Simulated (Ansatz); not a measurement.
# BrH5SSi2: one molecule under many settings

Aim: run BrH5SSi2 under a spread of inputs, and see what each costs and gives.

The runs use Ansatz 0.2.0, Gaussian basis; the settings change from run to run.

**1. The geometry**

The structure was relaxed beforehand with PBE0-D4 in a triple-zeta def2 set.

SMILES `[SiH3][SiH](S)Br`, 9 atoms, charge 0, spin multiplicity 1.

Atoms are counted from 1 here; the program's logs count them from 0.

Bond lengths: Si1–Si2 2.336 Å, Si1–H5 1.485 Å, Si1–H6 1.485 Å, Si1–H7 1.486 Å, Si2–S3 2.128 Å, Si2–Br4 2.235 Å, Si2–H8 1.483 Å, S3–H9 1.344 Å. Angles: Si2–Si1–H5 108.7°, Si2–Si1–H6 108.7°, Si2–Si1–H7 110.1°, H5–Si1–H6 109.8°, H5–Si1–H7 109.7°, H6–Si1–H7 109.7°, Si1–Si2–S3 107.6°, Si1–Si2–Br4 108.0°, Si1–Si2–H8 114.0°, S3–Si2–Br4 112.3°, S3–Si2–H8 109.8°, Br4–Si2–H8 105.3°, Si2–S3–H9 94.9°.

**2. SPW92/cc-pVTZ**

Set apart from the defaults: a grid of angular degree 11.

The input, in.yaml:

```yaml
crystal:
  periodic: [false, false, false]
  atoms:
    - {symbol: Si, position_ang: [-0.532369, 1.243102, -0.805920]}
    - {symbol: Si, position_ang: [0.344528, -0.727928, 0.090134]}
    - {symbol: S, position_ang: [0.601809, -0.424651, 2.181010]}
    - {symbol: Br, position_ang: [-1.087356, -2.384918, -0.357140]}
    - {symbol: H, position_ang: [-0.787693, 1.036413, -2.254351]}
    - {symbol: H, position_ang: [-1.806063, 1.557088, -0.109503]}
    - {symbol: H, position_ang: [0.429834, 2.360832, -0.620215]}
    - {symbol: H, position_ang: [1.630795, -1.146303, -0.517796]}
    - {symbol: H, position_ang: [1.294914, -1.559935, 2.376681]}
basis:
  gaussian: {orbitals: cc-pVTZ, final_grid: {core_spheres: 5, valence_spheres: 4, degree: 11}}
hamiltonian: {xc: {name: SPW92}}
```

On the command line:

```
ansatz run in.yaml --threads 4 --pin off --events-out ev --progress --plain --max-ram 10444MiB
```

The program printed:

```text
Functional definition: SPW92
  name "SPW92"
  cite "Dirac, Proc. Camb. Phil. Soc. 26, 376 (1930) doi:10.1017/S0305004100016108"
  cite "Slater, Phys. Rev. 81, 385 (1951) doi:10.1103/PhysRev.81.385"
  cite "Perdew & Wang, Phys. Rev. B 45, 13244 (1992) doi:10.1103/PhysRevB.45.13244"
  exchange = slater_x
  correlation = pw_c
1492 factors; their error is unknown
mean field evaluation 1: about -96522.6620 eV, gradient 2.4e1 eV
mean field evaluation 2: about -96522.9846 eV, gradient 2.3e1 eV
mean field evaluation 4: about -96524.4948 eV, gradient 2.5e0 eV
mean field evaluation 8: about -96524.5153 eV, gradient 2.2e-1 eV
mean field evaluation 16: about -96524.4553 eV, gradient 2.7e-4 eV
mean field -96524.45527476 eV, -3547.2083047219 hartree, gradient 7.2e-5 eV, S^2 0.000000; 0 other end points of the search recorded, 0 dependent functions left out
reference -96524.45531594 eV, -3547.2083062351 hartree; 42, 42 occupied and 173, 173 virtual orbitals, 1492 factors
Total energy: -96524.45531594 eV, -3547.2083062351 hartree
```

Wall time 0.95 s (4 threads of Arm Neoverse V1, shared host).

**3. B3LYP5/6-31G**

in.yaml, as its differences from that of step 2:

```diff
@@ -13,3 +13,3 @@
 basis:
-  gaussian: {orbitals: cc-pVTZ, final_grid: {core_spheres: 5, valence_spheres: 4, degree: 11}}
-hamiltonian: {xc: {name: SPW92}}
+  gaussian: {orbitals: 6-31G}
+hamiltonian: {xc: {name: B3LYP5}}
```

Same command.

The program printed (excerpt; [...] marks lines left out):

```text
Functional definition: B3LYP5
  name "B3LYP5"
  cite "Stephens, Devlin, Chabalowski & Frisch, J. Phys. Chem. 98, 11623 (1994) doi:10.1021/j100096a001"
  cite "Becke, Phys. Rev. A 38, 3098 (1988) doi:10.1103/PhysRevA.38.3098"
  cite "Lee, Yang & Parr, Phys. Rev. B 37, 785 (1988) doi:10.1103/PhysRevB.37.785"
  cite "Vosko, Wilk & Nusair, Can. J. Phys. 58, 1200 (1980) doi:10.1139/p80-159"
[...]
842 factors; integrals over basis functions are off by at most 3.3e-4 eV
[...]
mean field -96699.36449903 eV, -3553.6361001561 hartree, gradient 1.3e-5 eV, S^2 0.000000; 0 other end points of the search recorded, 0 dependent functions left out
reference -96699.36477758 eV, -3553.6361103923 hartree; 42, 42 occupied and 36, 36 virtual orbitals, 842 factors
Total energy: -96699.36477758 eV, -3553.6361103923 hartree
```

Wall time 1.1 s (4 threads of Arm Neoverse V1, shared host).

**4. revPBE/def2-mTZVPP**

This run has charge +1, multiplicity 2, atoms shaken by 0.03 Å, D3(BJ) with three-body dispersion.

The input, in.yaml:

```yaml
crystal:
  periodic: [false, false, false]
  atoms:
    - {symbol: Si, position_ang: [-0.525740, 1.271519, -0.805873]}
    - {symbol: Si, position_ang: [0.378870, -0.725330, 0.073590]}
    - {symbol: S, position_ang: [0.596281, -0.443015, 2.180116]}
    - {symbol: Br, position_ang: [-1.155806, -2.335316, -0.336151]}
    - {symbol: H, position_ang: [-0.744214, 1.031878, -2.272158]}
    - {symbol: H, position_ang: [-1.768490, 1.562242, -0.096819]}
    - {symbol: H, position_ang: [0.454867, 2.323206, -0.641969]}
    - {symbol: H, position_ang: [1.576761, -1.195586, -0.520518]}
    - {symbol: H, position_ang: [1.293006, -1.574965, 2.422962]}
basis:
  gaussian: {orbitals: def2-mTZVPP}
total_charge: 1
magnetization: {spin_polarized: true, initial_magnetization: 1}
hamiltonian: {xc: {name: revPBE}, dispersion: d3bjatm}
output: {forces: true}
```

Same command.

The program printed (excerpt; [...] marks lines left out):

```text
Functional definition: revPBE
  name "revPBE"
  cite "Zhang & Yang, Phys. Rev. Lett. 80, 890 (1998) doi:10.1103/PhysRevLett.80.890"
  cite "Perdew, Burke & Ernzerhof, Phys. Rev. Lett. 77, 3865 (1996) doi:10.1103/PhysRevLett.77.3865"
[...]
1392 factors; their error is unknown
[...]
mean field -96700.21069685 eV, -3553.6671973523 hartree, gradient 2.4e-5 eV, S^2 0.752226; 6 other end points of the search recorded, 0 dependent functions left out
[...]
reference -96700.21075260 eV, -3553.6671994009 hartree; 42, 41 occupied and 100, 101 virtual orbitals, 1392 factors
Total energy: -96700.85418402 eV, -3553.6908450697 hartree
Atom 0 at    -0.525740     1.271519    -0.805873 Å, force    -0.567880    -0.107724    -1.129379 eV/Å
Atom 1 at     0.378870    -0.725330     0.073590 Å, force    -1.264262     0.253897    -0.264429 eV/Å
Atom 2 at     0.596281    -0.443015     2.180116 Å, force     0.088964     0.416390     0.791709 eV/Å
Atom 3 at    -1.155806    -2.335316    -0.336151 Å, force     0.034944    -0.032242     0.187933 eV/Å
Atom 4 at    -0.744214     1.031878    -2.272158 Å, force    -0.006197    -0.136756     0.225926 eV/Å
Atom 5 at    -1.768490     1.562242    -0.096819 Å, force    -0.452323    -0.035741     0.350946 eV/Å
Atom 6 at     0.454867     2.323206    -0.641969 Å, force     0.807156     0.494253     0.328781 eV/Å
Atom 7 at     1.576761    -1.195586    -0.520518 Å, force     1.380826    -0.380012    -0.554648 eV/Å
Atom 8 at     1.293006    -1.574965     2.422962 Å, force    -0.021228    -0.472064     0.063162 eV/Å
Dipole moment:     0.502236     0.378352     0.248223 e Å
```

Run time: 8.5 s. Hardware: 4 threads of Arm Neoverse V1, shared host.

Largest force 1.536 eV/Å, ⟨S²⟩ 0.752.

**5. B3LYP/aug-pcseg-2**

This run has unrestricted orbitals, atoms shaken by 0.03 Å, density fitting with cc-pVTZ-jkfit, a point charge of 0.50 e beside it.

The input, in.yaml:

```yaml
crystal:
  periodic: [false, false, false]
  atoms:
    - {symbol: Si, position_ang: [-0.525032, 1.295492, -0.806395]}
    - {symbol: Si, position_ang: [0.432298, -0.718031, 0.106925]}
    - {symbol: S, position_ang: [0.620290, -0.411389, 2.161277]}
    - {symbol: Br, position_ang: [-1.108853, -2.380074, -0.278275]}
    - {symbol: H, position_ang: [-0.742088, 1.042047, -2.240873]}
    - {symbol: H, position_ang: [-1.841600, 1.542052, -0.070457]}
    - {symbol: H, position_ang: [0.493028, 2.412291, -0.586383]}
    - {symbol: H, position_ang: [1.656048, -1.147798, -0.554765]}
    - {symbol: H, position_ang: [1.296718, -1.523177, 2.375214]}
basis:
  gaussian: {orbitals: aug-pcseg-2, fitting: {mean_field: cc-pVTZ-jkfit}, point_charges: [{charge: 0.50, position_ang: [5.962, -0.815, 0.966]}]}
magnetization: {spin_polarized: true, initial_magnetization: 0}
hamiltonian: {xc: {name: B3LYP}}
output: {forces: true}
```

Same command.

The program printed (excerpt; [...] marks lines left out):

```text
Functional definition: B3LYP
  name "B3LYP"
  cite "Stephens, Devlin, Chabalowski & Frisch, J. Phys. Chem. 98, 11623 (1994) doi:10.1021/j100096a001"
  cite "Becke, Phys. Rev. A 38, 3098 (1988) doi:10.1103/PhysRevA.38.3098"
  cite "Lee, Yang & Parr, Phys. Rev. B 37, 785 (1988) doi:10.1103/PhysRevB.37.785"
  cite "Vosko, Wilk & Nusair, Can. J. Phys. 58, 1200 (1980) doi:10.1139/p80-159"
[...]
720 factors; integrals over basis functions are off by at most 9.0e-1 eV
[...]
mean field -96725.59385510 eV, -3554.6000112128 hartree, gradient 3.6e-5 eV, S^2 0.000000; 0 other end points of the search recorded, 0 dependent functions left out
[...]
reference -96725.59420973 eV, -3554.6000242452 hartree; 42, 42 occupied and 282, 282 virtual orbitals, 720 factors
Total energy: -96725.59420973 eV, -3554.6000242452 hartree
Atom 0 at    -0.525032     1.295492    -0.806395 Å, force     0.216824    -0.059198     0.780557 eV/Å
Atom 1 at     0.432298    -0.718031     0.106925 Å, force    -1.519390     0.287673    -1.030598 eV/Å
Atom 2 at     0.620290    -0.411389     2.161277 Å, force     0.053828     0.671118     0.737977 eV/Å
Atom 3 at    -1.108853    -2.380074    -0.278275 Å, force     0.399699     0.234724    -0.015772 eV/Å
Atom 4 at    -0.742088     1.042047    -2.240873 Å, force    -0.056043     0.115710    -0.100700 eV/Å
Atom 5 at    -1.841600     1.542052    -0.070457 Å, force     0.737002    -0.021052    -0.421789 eV/Å
Atom 6 at     0.493028     2.412291    -0.586383 Å, force    -0.613064    -0.425202    -0.146986 eV/Å
Atom 7 at     1.656048    -1.147798    -0.554765 Å, force     0.450087    -0.175086    -0.066258 eV/Å
Atom 8 at     1.296718    -1.523177     2.375214 Å, force     0.330788    -0.634561     0.262231 eV/Å
Dipole moment:     0.095890     0.205358    -0.050059 e Å
```

It took 15 s on 4 threads of Arm Neoverse V1, shared host; peak memory 0.92 GiB.

Largest force 1.858 eV/Å, dipole 1.11 D, ⟨S²⟩ 0.000.

**6. PBE-QIDH/aug-cc-pVDZ**

Set apart from the defaults: atoms shaken by 0.15 Å.

The input, in.yaml:

```yaml
crystal:
  periodic: [false, false, false]
  atoms:
    - {symbol: Si, position_ang: [-0.327367, 0.996067, -0.846212]}
    - {symbol: Si, position_ang: [0.431260, -0.823645, 0.051915]}
    - {symbol: S, position_ang: [0.880298, -0.341320, 2.185258]}
    - {symbol: Br, position_ang: [-1.219660, -2.172864, -0.322954]}
    - {symbol: H, position_ang: [-1.075748, 0.964488, -1.987710]}
    - {symbol: H, position_ang: [-1.787160, 1.707723, -0.291963]}
    - {symbol: H, position_ang: [0.245354, 2.218516, -0.685551]}
    - {symbol: H, position_ang: [1.854062, -1.128161, -0.539889]}
    - {symbol: H, position_ang: [0.957982, -1.521420, 2.310585]}
basis:
  gaussian: {orbitals: aug-cc-pVDZ}
hamiltonian: {xc: {name: PBE-QIDH}}
```

Launched as before.

The program printed (excerpt; [...] marks lines left out):

```text
Functional definition: PBE-QIDH
  name "PBE-QIDH"
  cite "Brémond, Sancho-García, Pérez-Jiménez & Adamo, J. Chem. Phys. 141, 031101 (2014) doi:10.1063/1.4890314"
  cite "Perdew, Burke & Ernzerhof, Phys. Rev. Lett. 77, 3865 (1996) doi:10.1103/PhysRevLett.77.3865"
[...]
1650 factors; integrals over basis functions are off by at most 6.5e-4 eV
[...]
mean field -96676.00271571 eV, -3552.7775704541 hartree, gradient 2.8e-6 eV, S^2 0.000000; 0 other end points of the search recorded, 0 dependent functions left out
24 core orbitals not correlated: weight in the atoms' cores, before any rotation towards them, 1.000 or more for the frozen orbitals, at most 0.000 for the correlated occupied ones
reference -96676.00274434 eV, -3552.7775715063 hartree; 18, 18 occupied and 120, 120 virtual orbitals, 1650 factors
second order -15.65162613 eV of doubles, -0.00000000 eV of singles
Total energy: -96681.21995305 eV, -3552.9693003900 hartree
```

Wall time 6 s (4 threads of Arm Neoverse V1, shared host); peak memory 0.53 GiB.

**7. rPW86-PBE/cc-pVTZ-DK**

This run has relativity set to scalar.

The input, in.yaml:

```yaml
crystal:
  periodic: [false, false, false]
  atoms:
    - {symbol: Si, position_ang: [-0.532369, 1.243102, -0.805920]}
    - {symbol: Si, position_ang: [0.344528, -0.727928, 0.090134]}
    - {symbol: S, position_ang: [0.601809, -0.424651, 2.181010]}
    - {symbol: Br, position_ang: [-1.087356, -2.384918, -0.357140]}
    - {symbol: H, position_ang: [-0.787693, 1.036413, -2.254351]}
    - {symbol: H, position_ang: [-1.806063, 1.557088, -0.109503]}
    - {symbol: H, position_ang: [0.429834, 2.360832, -0.620215]}
    - {symbol: H, position_ang: [1.630795, -1.146303, -0.517796]}
    - {symbol: H, position_ang: [1.294914, -1.559935, 2.376681]}
basis:
  gaussian: {orbitals: cc-pVTZ-DK}
hamiltonian: {xc: {name: rPW86-PBE}, pseudopotentials: {relativity: scalar}}
```

The command is unchanged.

The program printed:

```text
Functional definition: rPW86-PBE
  name "rPW86-PBE"
  cite "Murray, Lee & Langreth, J. Chem. Theory Comput. 5, 2754 (2009) doi:10.1021/ct900365q"
  cite "Perdew, Burke & Ernzerhof, Phys. Rev. Lett. 77, 3865 (1996) doi:10.1103/PhysRevLett.77.3865"
  parent pbe
  exchange = rpw86_x
  correlation = pbe_c
1485 factors; their error is unknown
mean field evaluation 1: about -97709.7925 eV, gradient 2.3e1 eV
mean field evaluation 2: about -97710.2560 eV, gradient 2.1e1 eV
mean field evaluation 4: about -97711.5828 eV, gradient 2.1e0 eV
mean field evaluation 8: about -97711.5928 eV, gradient 2.2e-1 eV
mean field evaluation 16: about -97711.5249 eV, gradient 2.0e-4 eV
mean field -97711.52489581 eV, -3590.8323086707 hartree, gradient 3.9e-5 eV, S^2 0.000000; 0 other end points of the search recorded, 0 dependent functions left out
reference -97711.52501808 eV, -3590.8323131641 hartree; 42, 42 occupied and 173, 173 virtual orbitals, 1485 factors
Total energy: -97711.52501808 eV, -3590.8323131641 hartree
Relativity: scalar
```

Wall time 6 s (4 threads of Arm Neoverse V1, shared host).

**8. wPBEh/6-31G***

in.yaml, as its differences from that of step 7:

```diff
@@ -13,3 +13,3 @@
 basis:
-  gaussian: {orbitals: cc-pVTZ-DK}
-hamiltonian: {xc: {name: rPW86-PBE}, pseudopotentials: {relativity: scalar}}
+  gaussian: {orbitals: "6-31G*"}
+hamiltonian: {xc: {name: wPBEh}}
```

Launched as before.

The program printed (excerpt; [...] marks lines left out):

```text
Functional definition: wPBEh
  name "wPBEh"
  cite "Heyd, Scuseria & Ernzerhof, J. Chem. Phys. 118, 8207 (2003) doi:10.1063/1.1564060"
  cite "Krukau, Vydrov, Izmaylov & Scuseria, J. Chem. Phys. 125, 224106 (2006) doi:10.1063/1.2404663"
  cite "Heyd & Scuseria, J. Chem. Phys. 120, 7274 (2004) doi:10.1063/1.1668634"
  cite "Ernzerhof & Perdew, J. Chem. Phys. 109, 3313 (1998) doi:10.1063/1.476928"
  cite "Perdew, Burke & Ernzerhof, Phys. Rev. Lett. 77, 3865 (1996) doi:10.1103/PhysRevLett.77.3865"
  parent pbe
[...]
987 factors; integrals over basis functions are off by at most 9.6e-4 eV
121 factors; integrals over basis functions are off by at most 3.7e-7 eV
[...]
mean field -96692.89380928 eV, -3553.3983066938 hartree, gradient 3.4e-5 eV, S^2 0.000000; 0 other end points of the search recorded, 0 dependent functions left out
reference -96692.89384891 eV, -3553.3983081501 hartree; 42, 42 occupied and 60, 60 virtual orbitals, 987 factors
Total energy: -96692.89384891 eV, -3553.3983081501 hartree
```

It took 1.6 s on 4 threads of Arm Neoverse V1, shared host.

**9. PBEsol/cc-pVTZ-DK**

in.yaml, as its differences from that of step 8:

```diff
@@ -13,3 +13,3 @@
 basis:
-  gaussian: {orbitals: "6-31G*"}
-hamiltonian: {xc: {name: wPBEh}}
+  gaussian: {orbitals: cc-pVTZ-DK}
+hamiltonian: {xc: {name: PBEsol}}
```

Launched as before.

The program printed:

```text
Functional definition: PBEsol
  name "PBEsol"
  cite "Perdew et al., Phys. Rev. Lett. 100, 136406 (2008) doi:10.1103/PhysRevLett.100.136406"
  cite "Perdew, Burke & Ernzerhof, Phys. Rev. Lett. 77, 3865 (1996) doi:10.1103/PhysRevLett.77.3865"
  parent pbesol
  exchange = pbesol_x
  correlation = pbesol_c
1485 factors; their error is unknown
mean field evaluation 1: about -97539.2497 eV, gradient 2.2e1 eV
mean field evaluation 2: about -97539.6039 eV, gradient 2.1e1 eV
mean field evaluation 4: about -97540.8550 eV, gradient 2.2e0 eV
mean field evaluation 8: about -97540.8660 eV, gradient 2.2e-1 eV
mean field evaluation 16: about -97540.7991 eV, gradient 9.7e-5 eV
mean field -97540.79911105 eV, -3584.5582518029 hartree, gradient 1.6e-5 eV, S^2 0.000000; 0 other end points of the search recorded, 0 dependent functions left out
reference -97540.79915614 eV, -3584.5582534600 hartree; 42, 42 occupied and 173, 173 virtual orbitals, 1485 factors
Total energy: -97540.79915614 eV, -3584.5582534600 hartree
Relativity: scalar
```

Wall time 2.4 s (4 threads of Arm Neoverse V1, shared host).

**10. r2SCAN0/6-31G**

in.yaml, as its differences from that of step 9:

```diff
@@ -13,3 +13,3 @@
 basis:
-  gaussian: {orbitals: cc-pVTZ-DK}
-hamiltonian: {xc: {name: PBEsol}}
+  gaussian: {orbitals: 6-31G}
+hamiltonian: {xc: {name: r2SCAN0}}
```

Launched as before.

The program printed (excerpt; [...] marks lines left out):

```text
Functional definition: r2SCAN0
  name "r2SCAN0"
  cite "Bursch, Neugebauer, Ehlert & Grimme, J. Chem. Phys. 156, 134105 (2022) doi:10.1063/5.0086040"
  cite "Furness, Kaplan, Ning, Perdew & Sun, J. Phys. Chem. Lett. 11, 8208 (2020) doi:10.1021/acs.jpclett.0c02405"
  cite "Furness, Kaplan, Ning, Perdew & Sun, J. Phys. Chem. Lett. 11, 9248 (2020) doi:10.1021/acs.jpclett.0c03077"
  parent r2scan
[...]
842 factors; integrals over basis functions are off by at most 3.3e-4 eV
[...]
mean field -96702.77554004 eV, -3553.7614536009 hartree, gradient 2.0e-5 eV, S^2 0.000000; 0 other end points of the search recorded, 0 dependent functions left out
reference -96702.77554889 eV, -3553.7614539260 hartree; 42, 42 occupied and 36, 36 virtual orbitals, 842 factors
Total energy: -96702.77554889 eV, -3553.7614539260 hartree
```

Run time: 2.3 s. Hardware: 4 threads of Arm Neoverse V1, shared host.

**11. All runs side by side**

```
               level  charge  multiplicity              geometry  functions  energy (eV)    time
       SPW92/cc-pVTZ       0             1               relaxed        215   -96524.455  0.95 s
        B3LYP5/6-31G       0             1               relaxed         78   -96699.365   1.1 s
  revPBE/def2-mTZVPP       1             2                shaken        142   -96700.854   8.5 s
   B3LYP/aug-pcseg-2       0             1  shaken, point charge        324   -96725.594    15 s
PBE-QIDH/aug-cc-pVDZ       0             1                shaken        162   -96681.220     6 s
rPW86-PBE/cc-pVTZ-DK       0             1               relaxed        215   -97711.525     6 s
        wPBEh/6-31G*       0             1               relaxed        102   -96692.894   1.6 s
   PBEsol/cc-pVTZ-DK       0             1               relaxed        215   -97540.799   2.4 s
       r2SCAN0/6-31G       0             1               relaxed         78   -96702.776   2.3 s
```

**12. Outcome**

```
                                         quantity                    value
                                             runs                        9
                                         quickest    SPW92/cc-pVTZ, 0.95 s
                                          slowest  B3LYP/aug-pcseg-2, 15 s
spread of total energies, same state and geometry                1187.1 eV
```

In words: Run time spans a factor of 16, from SPW92/cc-pVTZ to B3LYP/aug-pcseg-2. The jobs differ in tasks and options as well as level. Total energies at one charge and spin differ by 1187 eV between levels, so only differences within one level mean anything. Some of these runs are scalar-relativistic and others not, which shifts the totals of all-electron atoms past neon by several eV an atom and more; core potentials, where a basis has them, take the core out of the total altogether.
